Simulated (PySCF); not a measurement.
# [CoH3]-: relaxation and vibrations of the quartet

Where does quartet [CoH3]- go from a PBE0 minimum start, is the end point a minimum, and what are its modes, charges and moments?

Computed with PySCF 2.14.0. Level: PBE0, basis Co def2-TZVPD, H def2-TZVPD, no relativity, density fitting.

**1. Starting geometry**

4 atoms, charge -1, spin multiplicity 4.

Bond lengths: Co1–H2 1.658 Å, Co1–H3 1.658 Å, Co1–H4 1.658 Å. Angles: H2–Co1–H3 119.4°, H2–Co1–H4 119.4°, H3–Co1–H4 119.4°.

Z-matrix (Å, degrees; charge -1 multiplicity 4):
```
Co
H  1 1.6579
H  1 1.6579 2 119.45
H  1 1.6579 2 119.45 3 -165.26
```

**2. First SCF at the start**

The steps below are one call of a driver around PySCF. For each, scf.py gives the equivalent set-up of the SCF; relaxations use the driver's own optimiser. After this first run the driver tries any further starts and a stability analysis.

scf.py reads:

```python
from pyscf import gto, scf, dft
mol = gto.M(atom='''
Co    -0.000000    -0.000000    -0.006041
H      1.653273    -0.000037     0.117759
H     -0.826605     1.431795     0.117759
H     -0.826669    -1.431758     0.117759''',
    basis={'Co': 'def2-TZVPD', 'H': 'def2-TZVPD'},
    charge=-1, spin=3)
mf = dft.UKS(mol, xc='PBE0')
mf.grids.atom_grid = (50, 194)
aux = {'Co': 'def2-universal-JKFIT', 'H': 'def2-universal-JKFIT'}
mf = mf.density_fit(auxbasis=aux)
mf.conv_tol = 1e-08
mf.diis_space = 10
mf.max_cycle = 60
mf.init_guess = 'minao'
mf.verbose = 4
mf.kernel()
```

Run with:

```bash
$ OMP_NUM_THREADS=2 python axn.py task.json out
```

The runs that follow: Relaxation: PBE0 minimum start, quartet; Hessian and properties.

Before running it: what results should come out? Wanted: minimum; geometry; wavenumbers; dipole moment; highest occupied, lowest empty level; polar-tensor charge of Co1; zero-point energy; ⟨S²⟩.

The runs gave:

```
                                          quantity                                   value
                                           minimum                            quartet, C3v
                                          geometry   Co–H 1.658 Å (×3); H–Co–H 119.4° (×3)
                                wavenumbers (cm⁻¹)  478 (a1), 498 (e), 1449 (e), 1516 (a1)
                    dipole moment (centre of mass)                                  0.85 D
highest occupied, lowest empty level (either spin)                          -0.91, 3.70 eV
                        polar-tensor charge of Co1                                 +0.53 e
                                 zero-point energy                             35.2 kJ/mol
                               entropy at 298.15 K                         240.6 J/(mol K)
                                              ⟨S²⟩                                   3.766
```

**Reading.** The molecule stays C3v, as typed, and the end point is a minimum. The strongest infrared band lies at 1449 cm⁻¹ (e, stretch). Most of the spin sits on Co1 (Mulliken spin 2.91, against 3 for the whole molecule). The first SCF alone would have been 56 kJ/mol too high. Other starts or spin states, not run here, may lie lower. One determinant may miss the lowest occupation of an open d or f shell.
